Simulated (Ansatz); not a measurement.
**C2H3NSSi: one molecule under many settings**

How do the results and run time of C2H3NSSi respond when the settings are drawn wide?

Program: Ansatz 0.2.0, Gaussian basis. Level of theory: the settings change from run to run. These are calculated values, not measurements.

### Step 1. The molecule

An earlier PBE0-D4 in a triple-zeta def2 set relaxation fixed the geometry.

SMILES `N#C[SiH]1CS1`, 8 atoms, charge 0, spin multiplicity 1.

Atoms are counted from 1 here; the program's logs count them from 0.

Bond lengths: N1–C2 1.152 Å, C2–Si3 1.835 Å, Si3–C4 1.831 Å, Si3–S5 2.069 Å, Si3–H6 1.471 Å, C4–S5 1.868 Å, C4–H7 1.086 Å, C4–H8 1.086 Å. Angles: N1–C2–Si3 179.1°, C2–Si3–C4 116.9°, C2–Si3–S5 117.6°, C2–Si3–H6 110.2°, C4–Si3–S5 56.9°, C4–Si3–H6 123.7°, S5–Si3–H6 122.6°, Si3–C4–S5 68.0°, Si3–C4–H7 119.6°, Si3–C4–H8 119.8°, S5–C4–H7 113.3°, S5–C4–H8 113.3°, H7–C4–H8 114.0°, Si3–S5–C4 55.1°.

### Step 2. BLYP/def2-TZVP

Set apart from the defaults: density fitting with def2-universal-jkfit, a point charge of 2.00 e beside it, D3(BJ) with three-body dispersion.

in.yaml

```yaml
crystal:
  periodic: [false, false, false]
  atoms:
    - {symbol: N, position_ang: [-2.486187, -1.211592, 1.153855]}
    - {symbol: C, position_ang: [-1.604225, -0.538214, 0.843502]}
    - {symbol: Si, position_ang: [-0.192636, 0.537311, 0.375478]}
    - {symbol: C, position_ang: [1.108459, -0.213676, -0.671300]}
    - {symbol: S, position_ang: [0.046365, 0.987830, -1.629547]}
    - {symbol: H, position_ang: [0.079770, 1.510543, 1.444618]}
    - {symbol: H, position_ang: [1.001601, -1.241123, -1.004893]}
    - {symbol: H, position_ang: [2.138953, 0.111721, -0.567611]}
basis:
  gaussian: {orbitals: def2-TZVP, fitting: {mean_field: def2-universal-jkfit}, point_charges: [{charge: 2.00, position_ang: [5.856, -0.631, 0.298]}]}
hamiltonian: {xc: {name: BLYP}, dispersion: d3bjatm}
```

On the command line:

```sh
$ ansatz run in.yaml --threads 2 --pin off --events-out ev --progress --plain --max-ram 4352MiB
```

What it wrote:

```text
Functional definition: BLYP
  name "BLYP"
  cite "Becke, Phys. Rev. A 38, 3098 (1988) doi:10.1103/PhysRevA.38.3098"
  cite "Lee, Yang & Parr, Phys. Rev. B 37, 785 (1988) doi:10.1103/PhysRevB.37.785"
  parameter beta = 0.0042
  parameter a = 0.04918
  parameter b = 0.132
  parameter c = 0.2533
  parameter d = 0.349
  exchange = b88_x(beta = beta)
  correlation = lyp_c(a = a, b = b, c = c, d = d)
537 factors; integrals over basis functions are off by at most 5.8e-1 eV
mean field evaluation 1: about -22310.3431 eV, gradient 8.3e1 eV
mean field evaluation 2: about -22261.9425 eV, gradient 1.4e2 eV
mean field evaluation 4: about -22323.2458 eV, gradient 3.7e1 eV
mean field evaluation 8: about -22326.0668 eV, gradient 2.7e-1 eV
mean field evaluation 16: about -22326.0664 eV, gradient 1.1e-4 eV
mean field -22326.06641022 eV, -820.4678074244 hartree, gradient 1.9e-5 eV, S^2 0.000000; 0 other end points of the search recorded, 0 dependent functions left out
reference -22326.06676278 eV, -820.4678203807 hartree; 26, 26 occupied and 159, 159 virtual orbitals, 537 factors
Total energy: -22326.54807695 eV, -820.4855083499 hartree
```

Run time: 2.2 s. Hardware: 2 threads of Arm Neoverse V1, shared host.

### Step 3. PBE0-DH/def2-TZVP

Options: a point charge of 0.50 e beside it, high accuracy.

in.yaml, as its differences from that of step 2:

```diff
@@ -12,3 +12,4 @@
 basis:
-  gaussian: {orbitals: def2-TZVP, fitting: {mean_field: def2-universal-jkfit}, point_charges: [{charge: 2.00, position_ang: [5.856, -0.631, 0.298]}]}
-hamiltonian: {xc: {name: BLYP}, dispersion: d3bjatm}
+  gaussian: {orbitals: def2-TZVP, point_charges: [{charge: 0.50, position_ang: [6.046, -0.088, -0.072]}]}
+hamiltonian: {xc: {name: PBE0-DH}}
+accuracy: high
```

Same command.

What it wrote, cut to the lines that bear on the results:

```text
Functional definition: PBE0-DH
  name "PBE0-DH"
  cite "Brémond & Adamo, J. Chem. Phys. 135, 024106 (2011) doi:10.1063/1.3604569"
  cite "Perdew, Burke & Ernzerhof, Phys. Rev. Lett. 77, 3865 (1996) doi:10.1103/PhysRevLett.77.3865"
[...]
3182 factors; integrals over basis functions are off by at most 2.7e-8 eV
[...]
mean field -22311.47205972 eV, -819.9314749357 hartree, gradient 2.2e-8 eV, S^2 0.000000; 0 other end points of the search recorded, 0 dependent functions left out
13 core orbitals not correlated: weight in the atoms' cores, before any rotation towards them, 1.000 or more for the frozen orbitals, at most 0.000 for the correlated occupied ones
reference -22311.47206148 eV, -819.9314750004 hartree; 13, 13 occupied and 159, 159 virtual orbitals, 3182 factors
second order -26.56692446 eV of doubles, -0.00000000 eV of singles
Total energy: -22314.79292704 eV, -820.0535145587 hartree
```

Run time: 20 s. Hardware: 2 threads of Arm Neoverse V1, shared host; peak memory 0.91 GiB.

### Step 4. PBE/def2-SVPD

Set apart from the defaults: charge +1, multiplicity 2, D3(BJ) dispersion, the search for lower states set to full.

in.yaml, as its differences from that of step 3:

```diff
@@ -12,4 +12,6 @@
 basis:
-  gaussian: {orbitals: def2-TZVP, point_charges: [{charge: 0.50, position_ang: [6.046, -0.088, -0.072]}]}
-hamiltonian: {xc: {name: PBE0-DH}}
-accuracy: high
+  gaussian: {orbitals: def2-SVPD}
+total_charge: 1
+magnetization: {spin_polarized: true, initial_magnetization: 1}
+hamiltonian: {xc: {name: PBE}, dispersion: d3bj}
+scf: {lower_state_search: full}
```

Launched as before.

What it wrote, cut to the lines that bear on the results:

```text
Functional definition: PBE
  name "PBE"
  cite "Perdew, Burke & Ernzerhof, Phys. Rev. Lett. 77, 3865 (1996) doi:10.1103/PhysRevLett.77.3865"
  parent pbe
[...]
1203 factors; their error is unknown
[...]
mean field -22294.19777498 eV, -819.2966566804 hartree, gradient 8.8e-6 eV, S^2 0.753195; 9 other end points of the search recorded, 0 dependent functions left out
reference -22294.19783519 eV, -819.2966588931 hartree; 26, 25 occupied and 109, 110 virtual orbitals, 1203 factors
Total energy: -22294.41150537 eV, -819.3045111276 hartree
```

It took 21 s on 2 threads of Arm Neoverse V1, shared host; peak memory 0.38 GiB.

⟨S²⟩ 0.753.

### Step 5. r2SCAN50/aug-cc-pVDZ

Options: D3(BJ) dispersion, high accuracy.

in.yaml, as its differences from that of step 4:

```diff
@@ -12,6 +12,5 @@
 basis:
-  gaussian: {orbitals: def2-SVPD}
-total_charge: 1
-magnetization: {spin_polarized: true, initial_magnetization: 1}
-hamiltonian: {xc: {name: PBE}, dispersion: d3bj}
-scf: {lower_state_search: full}
+  gaussian: {orbitals: aug-cc-pVDZ}
+hamiltonian: {xc: {name: r2SCAN50}, dispersion: d3bj}
+accuracy: high
+output: {forces: true}
```

The command is unchanged.

What it wrote, cut to the lines that bear on the results:

```text
Warning: the engine holds no damping parameters fitted to this dispersion correction and functional, so the run takes those fitted to r2scan50 beside the three-body term, which d3bj leaves out (hamiltonian.dispersion, under Limitations)
Functional definition: r2SCAN50
  name "r2SCAN50"
  cite "Bursch, Neugebauer, Ehlert & Grimme, J. Chem. Phys. 156, 134105 (2022) doi:10.1063/5.0086040"
  cite "Furness, Kaplan, Ning, Perdew & Sun, J. Phys. Chem. Lett. 11, 8208 (2020) doi:10.1021/acs.jpclett.0c02405"
  cite "Furness, Kaplan, Ning, Perdew & Sun, J. Phys. Chem. Lett. 11, 9248 (2020) doi:10.1021/acs.jpclett.0c03077"
  parent r2scan
[...]
2928 factors; integrals over basis functions are off by at most 3.4e-9 eV
[...]
mean field -22320.85980899 eV, -820.2764683581 hartree, gradient 3.4e-8 eV, S^2 0.000000; 0 other end points of the search recorded, 0 dependent functions left out
[...]
reference -22320.85981101 eV, -820.2764684323 hartree; 26, 26 occupied and 124, 124 virtual orbitals, 2928 factors
Total energy: -22320.94003201 eV, -820.2794164998 hartree
Atom 0 at    -2.486187    -1.211592     1.153855 Å, force     0.388807     0.298656    -0.121087 eV/Å
Atom 1 at    -1.604225    -0.538214     0.843502 Å, force    -0.543839    -0.409172     0.145155 eV/Å
Atom 2 at    -0.192636     0.537311     0.375478 Å, force     0.118598     0.091285     0.328031 eV/Å
Atom 3 at     1.108459    -0.213676    -0.671300 Å, force     0.143905    -0.115039    -0.015840 eV/Å
Atom 4 at     0.046365     0.987830    -1.629547 Å, force     0.017039     0.073935    -0.284196 eV/Å
Atom 5 at     0.079770     1.510543     1.444618 Å, force    -0.014429    -0.026821    -0.054788 eV/Å
Atom 6 at     1.001601    -1.241123    -1.004893 Å, force    -0.022944     0.077478     0.012297 eV/Å
Atom 7 at     2.138953     0.111721    -0.567611 Å, force    -0.087136     0.009678    -0.009571 eV/Å
Dipole moment:     0.654429     0.243131     0.066157 e Å
```

Run time: 32 s. Hardware: 2 threads of Arm Neoverse V1, shared host; peak memory 0.8 GiB.

Largest force 0.696 eV/Å, dipole 3.37 D.

### Step 6. CCSD/x2c-TZVPPall

in.yaml, as its differences from that of step 5:

```diff
@@ -12,5 +12,4 @@
 basis:
-  gaussian: {orbitals: aug-cc-pVDZ}
-hamiltonian: {xc: {name: r2SCAN50}, dispersion: d3bj}
-accuracy: high
-output: {forces: true}
+  gaussian: {orbitals: x2c-TZVPPall}
+hamiltonian: {xc: {name: HF}}
+correlation: {method: ccsd}
```

Same command.

What it wrote, cut to the lines that bear on the results:

```text
Functional definition: HF
  name "HF"
  cite "Fock, Z. Phys. 61, 126 (1930) doi:10.1007/BF01340294"
  parent pbe
[...]
1312 factors; integrals over basis functions are off by at most 1.2e-3 eV
[...]
mean field -22319.03563548 eV, -820.2094312183 hartree, gradient 2.0e-6 eV, S^2 0.000000; 0 other end points of the search recorded, 0 dependent functions left out
13 core orbitals not correlated: weight in the atoms' cores, before any rotation towards them, 1.000 or more for the frozen orbitals, at most 0.000 for the correlated occupied ones
reference -22319.03563548 eV, -820.2094312183 hartree; 13, 13 occupied and 193, 193 virtual orbitals, 1312 factors
second order -21.40915915 eV of doubles, -0.00000000 eV of singles
cycle   1  -21.42246473 eV  change   -1.3e-2 eV  update   1.2e-1
[...]
cycle  11  -22.22465567 eV  change    4.9e-6 eV  update   4.0e-6
Total energy: -22341.26029116 eV, -821.0261722498 hartree
Relativity: scalar
```

It took 48 s on 2 threads of Arm Neoverse V1, shared host; peak memory 3.2 GiB.

T1 0.014.

### Step 7. PBE0/cc-pVTZ

Set apart from the defaults: charge +1, multiplicity 2, high accuracy.

in.yaml, as its differences from that of step 6:

```diff
@@ -12,4 +12,7 @@
 basis:
-  gaussian: {orbitals: x2c-TZVPPall}
-hamiltonian: {xc: {name: HF}}
-correlation: {method: ccsd}
+  gaussian: {orbitals: cc-pVTZ}
+total_charge: 1
+magnetization: {spin_polarized: true, initial_magnetization: 1}
+hamiltonian: {xc: {name: PBE0}}
+accuracy: high
+output: {forces: true}
```

Same command.

What it wrote, cut to the lines that bear on the results:

```text
Functional definition: PBE0
  name "PBE0"
  cite "Adamo & Barone, J. Chem. Phys. 110, 6158 (1999) doi:10.1063/1.478522"
  cite "Perdew, Burke & Ernzerhof, Phys. Rev. Lett. 77, 3865 (1996) doi:10.1103/PhysRevLett.77.3865"
  parent pbe
[...]
3407 factors; integrals over basis functions are off by at most 3.8e-9 eV
[...]
mean field -22306.27136393 eV, -819.7403528908 hartree, gradient 8.9e-8 eV, S^2 0.755779; 2 other end points of the search recorded, 0 dependent functions left out
[...]
reference -22306.27136646 eV, -819.7403529835 hartree; 26, 25 occupied and 174, 175 virtual orbitals, 3407 factors
Total energy: -22306.27136646 eV, -819.7403529835 hartree
Atom 0 at    -2.486187    -1.211592     1.153855 Å, force    -0.072874    -0.081393     0.065106 eV/Å
Atom 1 at    -1.604225    -0.538214     0.843502 Å, force     0.325739     0.399414    -0.585404 eV/Å
Atom 2 at    -0.192636     0.537311     0.375478 Å, force    -0.537224    -1.171832     3.062082 eV/Å
Atom 3 at     1.108459    -0.213676    -0.671300 Å, force    -0.587727     0.415189     0.366795 eV/Å
Atom 4 at     0.046365     0.987830    -1.629547 Å, force     0.551483     0.076952    -1.988103 eV/Å
Atom 5 at     0.079770     1.510543     1.444618 Å, force     0.127659     0.303004    -0.289171 eV/Å
Atom 6 at     1.001601    -1.241123    -1.004893 Å, force    -0.002441    -0.098105    -0.380194 eV/Å
Atom 7 at     2.138953     0.111721    -0.567611 Å, force     0.195385     0.156771    -0.251111 eV/Å
Dipole moment:     0.952013     0.517984    -0.445433 e Å
```

Wall time 45 s (2 threads of Arm Neoverse V1, shared host); peak memory 1.3 GiB.

Largest force 3.322 eV/Å, ⟨S²⟩ 0.756.

### Step 8. B97/cc-pVTZ

in.yaml, as its differences from that of step 7:

```diff
@@ -13,6 +13,2 @@
   gaussian: {orbitals: cc-pVTZ}
-total_charge: 1
-magnetization: {spin_polarized: true, initial_magnetization: 1}
-hamiltonian: {xc: {name: PBE0}}
-accuracy: high
-output: {forces: true}
+hamiltonian: {xc: {name: B97}}
```

Same command.

What it wrote, cut to the lines that bear on the results:

```text
Functional definition: B97
  name "B97"
  cite "Becke, J. Chem. Phys. 107, 8554 (1997) doi:10.1063/1.475007"
[...]
      + integral(e_c_pw_opposite_spin*poly(b97_u_opposite, cos0, cos1, cos2))
1251 factors; their error is unknown
[...]
mean field -22323.72712695 eV, -820.3818403498 hartree, gradient 4.6e-5 eV, S^2 0.000000; 0 other end points of the search recorded, 0 dependent functions left out
reference -22323.72714951 eV, -820.3818411787 hartree; 26, 26 occupied and 174, 174 virtual orbitals, 1251 factors
Total energy: -22323.72714951 eV, -820.3818411787 hartree
```

Run time: 7.5 s. Hardware: 2 threads of Arm Neoverse V1, shared host; peak memory 0.4 GiB.

### Step 9. B3LYP/STO-3G

in.yaml, as its differences from that of step 8:

```diff
@@ -12,3 +12,4 @@
 basis:
-  gaussian: {orbitals: cc-pVTZ}
-hamiltonian: {xc: {name: B97}}
+  gaussian: {orbitals: STO-3G}
+hamiltonian: {xc: {name: B3LYP}}
+output: {forces: true}
```

The command is unchanged.

What it wrote, cut to the lines that bear on the results:

```text
Functional definition: B3LYP
  name "B3LYP"
  cite "Stephens, Devlin, Chabalowski & Frisch, J. Phys. Chem. 98, 11623 (1994) doi:10.1021/j100096a001"
  cite "Becke, Phys. Rev. A 38, 3098 (1988) doi:10.1103/PhysRevA.38.3098"
  cite "Lee, Yang & Parr, Phys. Rev. B 37, 785 (1988) doi:10.1103/PhysRevB.37.785"
  cite "Vosko, Wilk & Nusair, Can. J. Phys. 58, 1200 (1980) doi:10.1139/p80-159"
[...]
442 factors; integrals over basis functions are off by at most 2.9e-5 eV
[...]
mean field -22068.23374312 eV, -810.9926316735 hartree, gradient 1.1e-5 eV, S^2 0.000000; 0 other end points of the search recorded, 0 dependent functions left out
[...]
reference -22068.23391033 eV, -810.9926378184 hartree; 26, 26 occupied and 10, 10 virtual orbitals, 442 factors
Total energy: -22068.23391033 eV, -810.9926378184 hartree
Atom 0 at    -2.486187    -1.211592     1.153855 Å, force    -4.829247    -3.676144     1.655658 eV/Å
Atom 1 at    -1.604225    -0.538214     0.843502 Å, force     4.917205     3.707787    -1.580098 eV/Å
Atom 2 at    -0.192636     0.537311     0.375478 Å, force    -0.465485     0.414248     1.143491 eV/Å
Atom 3 at     1.108459    -0.213676    -0.671300 Å, force    -0.334763     0.482939    -0.404621 eV/Å
Atom 4 at     0.046365     0.987830    -1.629547 Å, force     0.091885     0.125506    -0.516017 eV/Å
Atom 5 at     0.079770     1.510543     1.444618 Å, force    -0.044711    -0.454805    -0.423075 eV/Å
Atom 6 at     1.001601    -1.241123    -1.004893 Å, force     0.163773    -0.499249    -0.002787 eV/Å
Atom 7 at     2.138953     0.111721    -0.567611 Å, force     0.501342    -0.100283     0.127449 eV/Å
Dipole moment:     0.502491     0.347866     0.001433 e Å
```

Run time: 0.9 s. Hardware: 2 threads of Arm Neoverse V1, shared host.

Largest force 6.358 eV/Å, dipole 2.94 D.

### Step 10. B97/cc-pVDZ

Options: high accuracy.

in.yaml, as its differences from that of step 9:

```diff
@@ -12,4 +12,5 @@
 basis:
-  gaussian: {orbitals: STO-3G}
-hamiltonian: {xc: {name: B3LYP}}
+  gaussian: {orbitals: cc-pVDZ}
+hamiltonian: {xc: {name: B97}}
+accuracy: high
 output: {forces: true}
```

The command is unchanged.

What it wrote, cut to the lines that bear on the results:

```text
Functional definition: B97
  name "B97"
  cite "Becke, J. Chem. Phys. 107, 8554 (1997) doi:10.1063/1.475007"
[...]
      + integral(e_c_pw_opposite_spin*poly(b97_u_opposite, cos0, cos1, cos2))
2140 factors; integrals over basis functions are off by at most 4.0e-9 eV
[...]
mean field -22321.75189348 eV, -820.3092518584 hartree, gradient 6.0e-8 eV, S^2 0.000000; 0 other end points of the search recorded, 0 dependent functions left out
[...]
reference -22321.75189533 eV, -820.3092519264 hartree; 26, 26 occupied and 67, 67 virtual orbitals, 2140 factors
Total energy: -22321.75189533 eV, -820.3092519264 hartree
Atom 0 at    -2.486187    -1.211592     1.153855 Å, force    -1.458273    -1.110812     0.515073 eV/Å
Atom 1 at    -1.604225    -0.538214     0.843502 Å, force     1.097910     0.845875    -0.386067 eV/Å
Atom 2 at    -0.192636     0.537311     0.375478 Å, force    -0.174434     0.089462     0.883440 eV/Å
Atom 3 at     1.108459    -0.213676    -0.671300 Å, force     0.311680    -0.261549     0.079012 eV/Å
Atom 4 at     0.046365     0.987830    -1.629547 Å, force    -0.217871     0.582308    -1.169842 eV/Å
Atom 5 at     0.079770     1.510543     1.444618 Å, force     0.055796     0.154618     0.149647 eV/Å
Atom 6 at     1.001601    -1.241123    -1.004893 Å, force    -0.024091    -0.408731    -0.118541 eV/Å
Atom 7 at     2.138953     0.111721    -0.567611 Å, force     0.409284     0.108828     0.047276 eV/Å
Dipole moment:     0.594833     0.212004     0.066263 e Å
```

Run time: 21 s. Hardware: 2 threads of Arm Neoverse V1, shared host; peak memory 0.56 GiB.

Largest force 1.904 eV/Å, dipole 3.05 D.

### Step 11. All runs side by side

| level | charge | multiplicity | geometry | functions | energy (eV) | time |
| --- | --- | --- | --- | --- | --- | --- |
| BLYP/def2-TZVP | 0 | 1 | relaxed, point charge | 185 | -22326.548 | 2.2 s |
| PBE0-DH/def2-TZVP | 0 | 1 | relaxed, point charge | 185 | -22314.793 | 20 s |
| PBE/def2-SVPD | 1 | 2 | relaxed | 135 | -22294.412 | 21 s |
| r2SCAN50/aug-cc-pVDZ | 0 | 1 | relaxed | 150 | -22320.940 | 32 s |
| CCSD/x2c-TZVPPall | 0 | 1 | relaxed | 219 | -22341.260 | 48 s |
| PBE0/cc-pVTZ | 1 | 2 | relaxed | 200 | -22306.271 | 45 s |
| B97/cc-pVTZ | 0 | 1 | relaxed | 200 | -22323.727 | 7.5 s |
| B3LYP/STO-3G | 0 | 1 | relaxed | 36 | -22068.234 | 0.9 s |
| B97/cc-pVDZ | 0 | 1 | relaxed | 93 | -22321.752 | 21 s |

### Step 12. Results

| quantity | value |
| --- | --- |
| runs | 9 |
| quickest | B3LYP/STO-3G, 0.9 s |
| slowest | CCSD/x2c-TZVPPall, 48 s |
| spread of total energies, same state and geometry | 273.0 eV |
| dipole, same state and geometry | 2.94 to 3.37 D |

What this shows: Run time spans a factor of 53, from B3LYP/STO-3G to CCSD/x2c-TZVPPall. The jobs differ in tasks and options as well as level. Total energies at one charge and spin differ by 273 eV between levels, so only differences within one level mean anything. Some of these runs are scalar-relativistic and others not, which shifts the totals of all-electron atoms past neon by eV; core potentials, where a basis has them, take the core out of the total altogether. At the PBE0-D4/def2-TZVP geometry and in the same state, runs without warnings or point charges leave forces up to 6.36 eV/Å (B3LYP/STO-3G). At that geometry and state the dipole changes by 15 % between the lowest and highest value.
